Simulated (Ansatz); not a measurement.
# BH7O2Si2: the cost of one run

Program: Ansatz 0.2.0. Level of theory: RKS r2SCANh/6-31G. These are calculated values, not measurements.

## (1) Starting point

Bond lengths: O1–B2 1.401 Å, B2–O3 1.474 Å, O3–Si4 1.688 Å, Si4–Si5 2.196 Å, O1–H6 1.029 Å, B2–H7 1.212 Å, Si4–H8 1.493 Å, Si4–H9 1.475 Å, Si5–H10 1.474 Å, Si5–H11 1.484 Å, Si5–H12 1.429 Å. Angles (14 of 17 angles, heavy atoms first): O1–B2–O3 120.2°, B2–O3–Si4 104.9°, O3–Si4–Si5 114.8°, O1–B2–H7 118.4°, O3–B2–H7 121.2°, B2–O1–H6 107.8°, O3–Si4–H8 106.2°, O3–Si4–H9 109.4°, Si5–Si4–H8 107.8°, Si5–Si4–H9 113.1°, Si4–Si5–H10 106.9°, Si4–Si5–H11 108.0°, Si4–Si5–H12 111.1°, H8–Si4–H9 104.9°.

Coordinates:

```xyz
12

O    -0.3787    2.5372    1.3840
B     0.2306    1.2777    1.3145
O    -0.5761    0.0538    1.4716
Si   -0.8813   -0.4703   -0.1037
Si    0.7909   -1.5204   -1.0647
H    -0.6482    2.8095    0.4288
H     1.4374    1.2262    1.2150
H    -2.0259   -1.4241   -0.0105
H    -1.3928    0.6575   -0.9050
H     1.9115   -0.5663   -1.1377
H     1.1824   -2.6536   -0.1907
H     0.4273   -1.9826   -2.3676
```

## (2) Relaxing end A

Contents of input.yaml:

```yaml
crystal:
  periodic: [false, false, false]
  atoms:
    - { symbol: O, position_ang: [-0.3787, 2.5372, 1.384] }
    - { symbol: B, position_ang: [0.2306, 1.2777, 1.3145] }
    - { symbol: O, position_ang: [-0.5761, 0.0538, 1.4716] }
    - { symbol: Si, position_ang: [-0.8813, -0.4703, -0.1037] }
    - { symbol: Si, position_ang: [0.7909, -1.5204, -1.0647] }
    - { symbol: H, position_ang: [-0.6482, 2.8095, 0.4288] }
    - { symbol: H, position_ang: [1.4374, 1.2262, 1.215] }
    - { symbol: H, position_ang: [-2.0259, -1.4241, -0.0105] }
    - { symbol: H, position_ang: [-1.3928, 0.6575, -0.905] }
    - { symbol: H, position_ang: [1.9115, -0.5663, -1.1377] }
    - { symbol: H, position_ang: [1.1824, -2.6536, -0.1907] }
    - { symbol: H, position_ang: [0.4273, -1.9826, -2.3676] }
basis:
  gaussian: { orbitals: "6-31G" }
hamiltonian:
  xc: r2scanh
relax:
  f_tol: 0.02
  max_steps: 50
```

Started as:

```
> ansatz run input.yaml --threads 1 --pin off --max-ram 2048MiB --backend cpu --events-out ev --progress --plain --runs-dir out
```

Q: Estimate wall time and peak memory on 1 thread of Arm Neoverse V1, shared host.

About 2.7 min, with a peak of 0.17 GiB.
